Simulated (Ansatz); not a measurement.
# Alloy of Ge and Sn (8 of 128 Ge sites exchanged), 128 atoms

Aim: relax the alloy cell and compare the gap by PBEsol.

All numbers are computed with Ansatz 0.2.0 (PAW, plane waves).

1 further run of the same task is left out (it didn't finish).

**1. Starting point**

128 atoms (120 Ge, 8 Sn); a = 16.200 Å, b = 16.200 Å, c = 16.200 Å, α = 60.00°, β = 60.00°, γ = 60.00°. All atoms were shaken off their sites by about 0.02 Å along each axis.

Steps to follow: (2) PBEsol cell relaxation at the single k point (½, ½, ½), on 1 × NVIDIA GB200 with 8 threads of Arm Neoverse-V2.

**2. PBEsol relaxation of the cell and the positions**

in.yaml reads:

```yaml
crystal:
  lattice:
    - [0.000000, 11.454854, 11.454854]
    - [11.454854, 0.000000, 11.454854]
    - [11.454854, 11.454854, 0.000000]
  atoms:
    - { symbol: Ge, position: [0.001850, 0.998268, 0.000461] }
    - { symbol: Ge, position: [0.499260, 0.999088, 0.001210] }
    - { symbol: Ge, position: [0.998080, 0.497652, 0.001910] }
    - { symbol: Ge, position: [0.999925, 0.999124, 0.500400] }
    - { symbol: Ge, position: [0.250086, 0.249368, 0.249104] }
    - { symbol: Ge, position: [0.498800, 0.499308, 0.000996] }
    - { symbol: Ge, position: [0.499146, 0.999365, 0.499402] }
    - { symbol: Ge, position: [0.750639, 0.249411, 0.249392] }
    - { symbol: Ge, position: [0.000612, 0.499285, 0.500439] }
    - { symbol: Ge, position: [0.252657, 0.749179, 0.250314] }
    - { symbol: Ge, position: [0.249369, 0.249492, 0.751575] }
    - { symbol: Ge, position: [0.500393, 0.500106, 0.497676] }
    - { symbol: Ge, position: [0.748752, 0.747392, 0.250738] }
    - { symbol: Ge, position: [0.750588, 0.247998, 0.748863] }
    - { symbol: Ge, position: [0.750295, 0.750203, 0.751000] }
    - { symbol: Ge, position: [0.065272, 0.061948, 0.061890] }
    - { symbol: Ge, position: [0.563858, 0.064175, 0.061008] }
    - { symbol: Ge, position: [0.065406, 0.561140, 0.061095] }
    - { symbol: Ge, position: [0.314257, 0.312508, 0.311289] }
    - { symbol: Ge, position: [0.565916, 0.560906, 0.059518] }
    - { symbol: Ge, position: [0.561229, 0.061734, 0.563518] }
    - { symbol: Ge, position: [0.810000, 0.313599, 0.313084] }
    - { symbol: Ge, position: [0.060762, 0.561755, 0.565273] }
    - { symbol: Ge, position: [0.315075, 0.810204, 0.310014] }
    - { symbol: Ge, position: [0.310026, 0.312502, 0.814583] }
    - { symbol: Ge, position: [0.564315, 0.560740, 0.562929] }
    - { symbol: Ge, position: [0.811993, 0.812788, 0.311580] }
    - { symbol: Ge, position: [0.812377, 0.312295, 0.813436] }
    - { symbol: Ge, position: [0.313976, 0.812847, 0.810674] }
    - { symbol: Ge, position: [0.811161, 0.809809, 0.814233] }
    - { symbol: Ge, position: [0.997874, 0.000396, 0.251400] }
    - { symbol: Ge, position: [0.250117, 0.249539, 0.998496] }
    - { symbol: Ge, position: [0.498870, 0.999610, 0.249808] }
    - { symbol: Ge, position: [0.749850, 0.254095, 0.996522] }
    - { symbol: Ge, position: [0.000400, 0.500614, 0.249170] }
    - { symbol: Ge, position: [0.252514, 0.751007, 0.998185] }
    - { symbol: Ge, position: [0.999044, 0.999439, 0.750763] }
    - { symbol: Ge, position: [0.250951, 0.251337, 0.497401] }
    - { symbol: Ge, position: [0.499383, 0.499856, 0.250718] }
    - { symbol: Ge, position: [0.750941, 0.748180, 0.001649] }
    - { symbol: Ge, position: [0.500167, 0.000523, 0.747403] }
    - { symbol: Ge, position: [0.001395, 0.498476, 0.751154] }
    - { symbol: Ge, position: [0.249806, 0.748346, 0.499604] }
    - { symbol: Ge, position: [0.499051, 0.500466, 0.749816] }
    - { symbol: Ge, position: [0.751662, 0.749450, 0.499884] }
    - { symbol: Ge, position: [0.062160, 0.061606, 0.312782] }
    - { symbol: Ge, position: [0.312117, 0.313241, 0.062615] }
    - { symbol: Ge, position: [0.563121, 0.062142, 0.312738] }
    - { symbol: Ge, position: [0.811385, 0.311799, 0.062401] }
    - { symbol: Ge, position: [0.062695, 0.564047, 0.312279] }
    - { symbol: Ge, position: [0.315406, 0.814014, 0.060424] }
    - { symbol: Ge, position: [0.063620, 0.062381, 0.815291] }
    - { symbol: Ge, position: [0.310836, 0.313635, 0.563468] }
    - { symbol: Ge, position: [0.561331, 0.561870, 0.312919] }
    - { symbol: Ge, position: [0.811719, 0.809921, 0.063505] }
    - { symbol: Ge, position: [0.563378, 0.061739, 0.812452] }
    - { symbol: Ge, position: [0.061539, 0.563265, 0.814516] }
    - { symbol: Ge, position: [0.313621, 0.809416, 0.563433] }
    - { symbol: Ge, position: [0.562458, 0.562192, 0.812886] }
    - { symbol: Ge, position: [0.812031, 0.811049, 0.561545] }
    - { symbol: Ge, position: [0.002759, 0.246655, 0.998091] }
    - { symbol: Ge, position: [0.250541, 0.000492, 0.249799] }
    - { symbol: Ge, position: [0.500477, 0.252649, 0.999121] }
    - { symbol: Ge, position: [0.749200, 0.001056, 0.251002] }
    - { symbol: Ge, position: [0.998488, 0.747870, 0.002921] }
    - { symbol: Ge, position: [0.000943, 0.250746, 0.496955] }
    - { symbol: Ge, position: [0.247230, 0.500834, 0.252054] }
    - { symbol: Ge, position: [0.500778, 0.750967, 0.998960] }
    - { symbol: Ge, position: [0.249748, 0.999736, 0.748685] }
    - { symbol: Ge, position: [0.502047, 0.250421, 0.497217] }
    - { symbol: Ge, position: [0.750581, 0.498641, 0.249051] }
    - { symbol: Ge, position: [0.752995, 0.997775, 0.747711] }
    - { symbol: Ge, position: [0.999383, 0.751377, 0.499675] }
    - { symbol: Ge, position: [0.250980, 0.499856, 0.751761] }
    - { symbol: Ge, position: [0.500341, 0.749275, 0.500429] }
    - { symbol: Ge, position: [0.748592, 0.500789, 0.749771] }
    - { symbol: Ge, position: [0.314028, 0.063953, 0.309187] }
    - { symbol: Ge, position: [0.561717, 0.311656, 0.063618] }
    - { symbol: Ge, position: [0.815824, 0.063328, 0.309300] }
    - { symbol: Ge, position: [0.061278, 0.811644, 0.063118] }
    - { symbol: Ge, position: [0.062435, 0.310697, 0.563784] }
    - { symbol: Ge, position: [0.313792, 0.561424, 0.311925] }
    - { symbol: Ge, position: [0.559511, 0.811564, 0.064333] }
    - { symbol: Ge, position: [0.563276, 0.314611, 0.561656] }
    - { symbol: Ge, position: [0.812721, 0.061400, 0.812663] }
    - { symbol: Ge, position: [0.063282, 0.812490, 0.562663] }
    - { symbol: Ge, position: [0.312602, 0.560509, 0.814677] }
    - { symbol: Ge, position: [0.559686, 0.812344, 0.563241] }
    - { symbol: Ge, position: [0.813556, 0.559119, 0.813846] }
    - { symbol: Ge, position: [0.250839, 0.997642, 0.999319] }
    - { symbol: Ge, position: [0.752067, 0.998920, 0.999448] }
    - { symbol: Ge, position: [0.001290, 0.250763, 0.249771] }
    - { symbol: Ge, position: [0.249322, 0.501057, 0.000421] }
    - { symbol: Ge, position: [0.248439, 0.999801, 0.501939] }
    - { symbol: Ge, position: [0.501045, 0.249694, 0.248353] }
    - { symbol: Ge, position: [0.750738, 0.499441, 0.001384] }
    - { symbol: Ge, position: [0.748356, 0.001344, 0.500097] }
    - { symbol: Ge, position: [0.997899, 0.749233, 0.252458] }
    - { symbol: Ge, position: [0.000050, 0.252204, 0.745456] }
    - { symbol: Ge, position: [0.252834, 0.498641, 0.498745] }
    - { symbol: Ge, position: [0.500422, 0.747951, 0.249880] }
    - { symbol: Ge, position: [0.499774, 0.250023, 0.751794] }
    - { symbol: Ge, position: [0.751440, 0.499611, 0.500209] }
    - { symbol: Ge, position: [0.998414, 0.750366, 0.750331] }
    - { symbol: Ge, position: [0.498704, 0.748649, 0.752950] }
    - { symbol: Ge, position: [0.312148, 0.065733, 0.059699] }
    - { symbol: Ge, position: [0.810525, 0.066494, 0.061935] }
    - { symbol: Ge, position: [0.063893, 0.310792, 0.312423] }
    - { symbol: Ge, position: [0.312802, 0.562024, 0.060974] }
    - { symbol: Ge, position: [0.313212, 0.064107, 0.561014] }
    - { symbol: Ge, position: [0.561914, 0.315397, 0.310417] }
    - { symbol: Ge, position: [0.812178, 0.062809, 0.563611] }
    - { symbol: Ge, position: [0.061003, 0.814695, 0.312590] }
    - { symbol: Ge, position: [0.062665, 0.312106, 0.812444] }
    - { symbol: Ge, position: [0.312219, 0.561721, 0.562528] }
    - { symbol: Ge, position: [0.561592, 0.815065, 0.312364] }
    - { symbol: Ge, position: [0.561781, 0.310276, 0.813785] }
    - { symbol: Ge, position: [0.810251, 0.564982, 0.562155] }
    - { symbol: Ge, position: [0.064519, 0.810084, 0.811272] }
    - { symbol: Ge, position: [0.560844, 0.812239, 0.814688] }
    - { symbol: Sn, position: [0.250766, 0.750453, 0.746878] }
    - { symbol: Sn, position: [0.063122, 0.059460, 0.564327] }
    - { symbol: Sn, position: [0.747602, 0.251742, 0.499784] }
    - { symbol: Sn, position: [0.811038, 0.312195, 0.564696] }
    - { symbol: Sn, position: [0.060338, 0.311724, 0.064122] }
    - { symbol: Sn, position: [0.311193, 0.062069, 0.813609] }
    - { symbol: Sn, position: [0.809856, 0.565186, 0.312467] }
    - { symbol: Sn, position: [0.810174, 0.561779, 0.064056] }
kpoints:
  mp_grid: { grid: [1, 1, 1], shift: [0.5, 0.5, 0.5] }
hamiltonian:
  xc: pbesol
scf:
  occupations: { method: fermi_dirac, width: 0.01 }
relax:
  f_tol: 0.03
  max_steps: 80
  escape_saddle: false
  adjacent_minimum: "off"
  cell: { fix: [shape] }
output:
  forces: true
  eigenvalues: true
  populations: true
```

Command:

```sh
$ ansatz run in.yaml --threads 8 --pin off --max-ram 118750MiB --runs-dir r --events-out ev --progress --plain --backend cuda --devices 0, --max-vram 170GiB
```

Before running it: what results should come out? Wanted: for each run, top filled to lowest empty.

The runs gave:

| level | time | top filled to lowest empty (eV) |
| --- | --- | --- |
| PBEsol, relaxation | 8.6 s (GPU) | 0.29 |

```
     quantity                                                                         value
   relaxation                                              5 recorded steps, 3.77 eV gained
largest shift                                                                  0.20 Å (Ge3)
 relaxed cell  a = 16.205 Å, b = 16.205 Å, c = 16.205 Å, α = 60.00°, β = 60.00°, γ = 60.00°
   mean bonds                                                    Ge–Ge 2.466, Ge–Sn 2.593 Å
```

**What this shows.** The relaxation lowers the energy by 3.77 eV; the largest shift is 0.20 Å (Ge3), while the volume changes by +0.1 %. The mean lengths of the listed bonds run from Ge–Ge 2.47 Å to Ge–Sn 2.59 Å. No spin–orbit coupling is included; with elements this heavy it would shift the edges. With one k point the spacing samples only the states that fold onto it, so it can exceed the gap over the zone.
